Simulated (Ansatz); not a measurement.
# TiHCl (triplet): from Hartree-Fock to the top rungs at a displaced geometry (v2), def2-SVP

An exercise on one series of results from a longer session: the logs are not shown, and one member is left open.

Method: def2-SVP, core rule «outside noble gas», up to 14 orbitals frozen; program: Ansatz 0.2.0, Gaussian basis.

Plan: UHF; CCSD(T) on ROHF; CCSD(T) on UHF; CISD as a restricted active space (open shells left free, so some higher excitations enter); CCSDT(Q) on ROHF; CCSDT(Q) on UHF.

32 further runs of the same task are left out: 8 for a known fault of the program, 12 that didn't finish, 12 set aside as unsound or not needed. Runs told in other sessions of the task aren't counted.

### What is computed

The geometry is a PBE0/def2-TZVP stationary point (not a proven minimum) with its atoms shifted at random (size 0.100 Å).

3 atoms, charge 0, spin multiplicity 3.

Atoms are counted from 1 here; the program's logs count them from 0.

Bond lengths: Ti1–Cl2 2.249 Å, Ti1–H3 1.811 Å. Angles: Cl2–Ti1–H3 173.0°.

The first run:

Input file in.yaml:

```yaml
crystal:
  periodic: [false, false, false]
  atoms:
    - {symbol: Ti, position_ang: [0.084376, 0.005225, 0.144898]}
    - {symbol: Cl, position_ang: [-0.080498, 0.013599, -2.098409]}
    - {symbol: H, position_ang: [-0.003878, -0.018825, 1.953511]}
basis:
  gaussian: {orbitals: def2-SVP}
magnetization: {spin_polarized: true, initial_magnetization: 2}
hamiltonian: {xc: hf}
output: {orbitals: {seedname: orbitals}}
```

Command:

```sh
ansatz run in.yaml --threads 1 --pin off --events-out ev --progress --plain --max-ram 2393MiB
```

Steps of the session up to this table: UHF; CCSD(T) on ROHF; CCSD(T) on UHF; CISD as a restricted active space (open shells left free, so some higher excitations enter); CCSDT(Q) on ROHF; CCSDT(Q) on UHF.

One of the session's tables, all rows but one given; the rest of the session is left out.

```
   method  from RCCSDT(Q) (meV)
     ROHF               +5759.4
      UHF               +5626.4
     RMP2                +851.1
     UMP2                +777.8
    RCCSD                +153.4
    UCCSD                 +97.5
 RCCSD(T)                     ?
 UCCSD(T)                 -20.9
   RCCSDT                  +9.4
   UCCSDT                 -45.7
RCCSDT(Q)                     0
UCCSDT(Q)                 -57.2
```

Estimate the missing values for RCCSD(T).

**Answer.** from RCCSDT(Q) (meV): +34.3. In the column «from RCCSDT(Q) (meV)» it lies between RCCSDT (+9.4) and UCCSD (+97.5).

Not comparable, so not listed: CISD as a restricted active space (open shells left free, so some higher excitations enter) (they don't share determinant, frozen orbitals or solution with the rows shown, or repeat one).

To keep in mind: Restricted and unrestricted rows rest on different reference determinants; a gap between their highest levels can come from leftover correlation error, from unlike frozen cores or from another state.
